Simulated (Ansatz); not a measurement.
**C₅H₁₃B: how energies converge with the basis set**

The task here is to estimate one member of a computed series from the others.

Method: one geometry, several basis sets; program: Ansatz 0.2.0, Gaussian basis.

Plan: PBE0-D4/def2-SVP; ωB97M-V/def2-SVP; PBE0-D4/def2-QZVPP; ωB97M-V/def2-QZVPP; the functionals' def2-TZVPP values are taken from earlier runs.

1 further run of the same task is left out (it didn't finish). Runs told in other sessions of the task aren't counted.

## Structure used throughout

An earlier PBE0-D4 in a triple-zeta def2 set relaxation fixed the geometry.

19 atoms, charge 0, spin multiplicity 1.

Atoms are counted from 1 here; the program's logs count them from 0.

Bond lengths: B1–C2 1.551 Å, B1–H7 1.199 Å, B1–H8 1.199 Å, C2–C3 1.534 Å, C2–H9 1.103 Å, C2–H10 1.103 Å, C3–C4 1.526 Å, C3–C5 1.526 Å, C3–C6 1.526 Å, C4–H11 1.093 Å, C4–H12 1.094 Å, C4–H13 1.094 Å, C5–H14 1.093 Å, C5–H15 1.094 Å, C5–H16 1.094 Å, C6–H17 1.094 Å, C6–H18 1.094 Å, C6–H19 1.094 Å. Angles: C2–B1–H7 123.5°, C2–B1–H8 118.8°, H7–B1–H8 117.7°, B1–C2–C3 120.3°, B1–C2–H9 106.4°, B1–C2–H10 106.3°, C3–C2–H9 110.0°, C3–C2–H10 110.0°, H9–C2–H10 102.2°, C2–C3–C4 109.8°, C2–C3–C5 109.7°, C2–C3–C6 109.4°, C4–C3–C5 109.6°, C4–C3–C6 109.2°, C5–C3–C6 109.2°, C3–C4–H11 111.3°, C3–C4–H12 110.9°, C3–C4–H13 111.0° and more.

Set-up of the first run:

in.yaml reads:

```yaml
crystal:
  periodic: [false, false, false]
  atoms:
    - {symbol: B, position_ang: [1.502623, 0.329371, -1.729775]}
    - {symbol: C, position_ang: [1.031330, 0.647697, -0.287300]}
    - {symbol: C, position_ang: [-0.218508, -0.031530, 0.286488]}
    - {symbol: C, position_ang: [-0.021445, -1.544737, 0.303734]}
    - {symbol: C, position_ang: [-1.433163, 0.316078, -0.569565]}
    - {symbol: C, position_ang: [-0.452515, 0.460147, 1.712460]}
    - {symbol: H, position_ang: [0.938827, -0.440924, -2.455284]}
    - {symbol: H, position_ang: [2.482057, 0.877264, -2.152119]}
    - {symbol: H, position_ang: [0.925442, 1.744507, -0.229392]}
    - {symbol: H, position_ang: [1.897616, 0.462231, 0.370525]}
    - {symbol: H, position_ang: [0.144309, -1.934360, -0.704014]}
    - {symbol: H, position_ang: [-0.900685, -2.047695, 0.715797]}
    - {symbol: H, position_ang: [0.839992, -1.820985, 0.919256]}
    - {symbol: H, position_ang: [-1.302717, -0.025680, -1.599647]}
    - {symbol: H, position_ang: [-2.337072, -0.154868, -0.173381]}
    - {symbol: H, position_ang: [-1.601727, 1.397008, -0.590435]}
    - {symbol: H, position_ang: [-0.598397, 1.544082, 1.734521]}
    - {symbol: H, position_ang: [-1.339457, -0.006441, 2.150806]}
    - {symbol: H, position_ang: [0.401794, 0.224537, 2.353826]}
basis:
  gaussian: {orbitals: def2-SVP}
hamiltonian: {xc: pbe0, dispersion: d4}
output: {orbitals: {seedname: orbitals}}
```

The run is started by

```console
ansatz run in.yaml --threads 4 --pin off --events-out ev --progress --plain --max-ram 11315MiB
```

Among the steps run: PBE0-D4 in def2-SVP; ωB97M-V in def2-SVP; PBE0-D4 in def2-QZVPP; ωB97M-V in def2-QZVPP.

One table of the session follows, with a row left open; its other results are not shown here.

It belongs to the step «Functionals by basis». 

```
functional       basis  HOMO (eV)
   PBE0-D4    def2-SVP      -8.51
   PBE0-D4  def2-TZVPP      -8.53
   PBE0-D4  def2-QZVPP      -8.54
   ωB97M-V    def2-SVP          ?
   ωB97M-V  def2-TZVPP     -10.83
   ωB97M-V  def2-QZVPP     -10.83
```

Estimate the missing values for ωB97M-V, def2-SVP.

**Answer.** HOMO (eV): -10.78. In the column «HOMO (eV)» it lies between ωB97M-V, def2-QZVPP (-10.83) and PBE0-D4, def2-QZVPP (-8.54).
